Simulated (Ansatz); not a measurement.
What does this script print? It uses Ansatz 0.2.0 through its Python package.

`yagsb2.py`:
```python
'''Editing single keys of the input for YAgSb2.'''

import ansatz as az

MESH = (6, 6, 3)
OCCUPATIONS = 'Gaussian'


def main() -> None:
    yagsb2 = (
        az.Lattice.from_parameters(4.28925, 4.28925, 10.71386, alpha=90, beta=90, gamma=90)
        .space_group(129, hermann_mauguin='P4/nmm', origin_choice=1)
        .atom('Y', (0.0, 0.5, 0.7678))
        .atom('Ag', (0.0, 0.0, 0.5))
        .atom('Sb', (0.0, 0.0, 0.0))
        .atom('Sb', (0.0, 0.5, 0.3203))
    )

    setup = (
        yagsb2.calculation()
        .kpoints(mesh=MESH, center='gamma')
        .functional(az.Functional.LDA)
        .occupations(OCCUPATIONS)
        .band_table()  # levels at the mesh points
    )
    typed = setup.input()
    rows = []
    for value in [4, 6, 9]:
        edited = typed.set(az.key.basis.ecutrho_ratio, value)
        report = az.Session.from_dict(edited).plan().execute().report
        rows.append((value, report['free_energy_ev'], report['n_iterations'], len(report['eigenvalues_ev'][0]) if 'eigenvalues_ev' in report else 0))
    print(' density ratio            F eV      iterations    bands listed')
    for row in rows:
        print(f'{str(row[0]):>14s}  {row[1]:14.5f}  {row[2]:14d}  {row[3]:14d}')


if __name__ == '__main__':
    main()
```

```console
$ python yagsb2.py
DeckWarning: basis.ecutwfc = 420 eV, auto-derived from the records' recommended cutoffs: set by Y (normal level)
 density ratio            F eV      iterations    bands listed
             4    -47755.99428               7              70
             6    -47755.99428               7              70
             9    -47755.99428               7              70
```
(Warnings from the package without file and line.)

Caveats:
- Absolute energies stand on the zero of these potentials, so only differences at equal settings mean something. A total without «per atom» is that of the whole cell that was run.
- Spin is left out of this run.
- The structure comes from a database of computed cells and needn't be a stable or known phase.
- Run time: 34 s on 1 thread of Arm Neoverse V2, on a shared host, peak memory 0.72 GiB.
